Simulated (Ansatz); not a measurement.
What does this script print? It uses the Python package of Ansatz (0.2.0).

`fold.py`:
```python
"""A supercell of TiAl3 must give the energy of the small cell."""

import ansatz as az
import numpy as np


def main() -> None:
    vectors = np.array([
        [3.955671, 0.0, 0.0],
        [0.0, 3.955671, 0.0],
        [0.0, 0.0, 3.955671],
    ])
    xtal = (
        az.Lattice.of(vectors)
        .atom("Ti", [0.0, 0.0, 0.0])
        .atom("Al", [0.5, 0.5, 0.0])
        .atom("Al", [0.5, 0.0, 0.5])
        .atom("Al", [0.0, 0.5, 0.5])
    )

    # the mesh shrinks as the cell grows, so that all cells sample the same points
    mesh = (4, 4, 4)
    rows = []
    for repeats in [(1, 1, 1), (1, 2, 1), (2, 2, 1)]:
        job = (
            xtal.supercell(*repeats).calculation()
            .functional("PBEsol")
            .pseudopotentials("nc")
            .occupations("Marzari-Vanderbilt", width=0.1)
            .scf(tolerance=1e-07, max_iterations=60)
            .kpoints(*(k // n for k, n in zip(mesh, repeats)))
        )
        summary = job.run(threads=1, pin="off").report
        n = len(summary["lattice"]["sites"])
        rows.append((repeats, n, summary["free_energy_ev"] / n, summary["fermi_energy_ev"], summary["n_kpoints"], summary["n_symmetry_ops"]))
    for row in rows:
        print("; ".join(f"{name} = {round(v, 4) if isinstance(v, float) else v}" for name, v in zip(["repeats", "atoms", "F/atom eV", "Fermi level eV", "k-points", "symmetry operations"], row)))


if __name__ == "__main__":
    main()
```

```console
$ python fold.py
DeckWarning: basis.ecutwfc = 1142.878222 eV, auto-derived from the records' recommended cutoffs: set by Ti (normal level)
repeats = (1, 1, 1); atoms = 4; F/atom eV = -451.1517; Fermi level eV = 10.5828; k-points = 10; symmetry operations = 48
repeats = (1, 2, 1); atoms = 8; F/atom eV = -451.1517; Fermi level eV = 10.5828; k-points = 12; symmetry operations = 32
repeats = (2, 2, 1); atoms = 16; F/atom eV = -451.1517; Fermi level eV = 10.5828; k-points = 9; symmetry operations = 64
```
(Warnings from the package without file and line.)

Reading the output:
- The settings weren't tested for convergence.
- The mesh is modest for a metal, so energies can be off by several to tens of meV an atom and pressures by half a GPa or more; differences at equal mesh fare better.
- The structure comes from a database of computed cells and needn't be a stable or known phase.
- The count of operations in a supercell holds its pure translations too, and an uneven repeat can lower the point group.
- It ran for 42 s on 1 thread of Intel(R) Xeon(R) Platinum 8488C (Sapphire Rapids) (shared host), peak memory 1.1 GiB.

(Lines on the test bed's own set-up are left out of the output.)
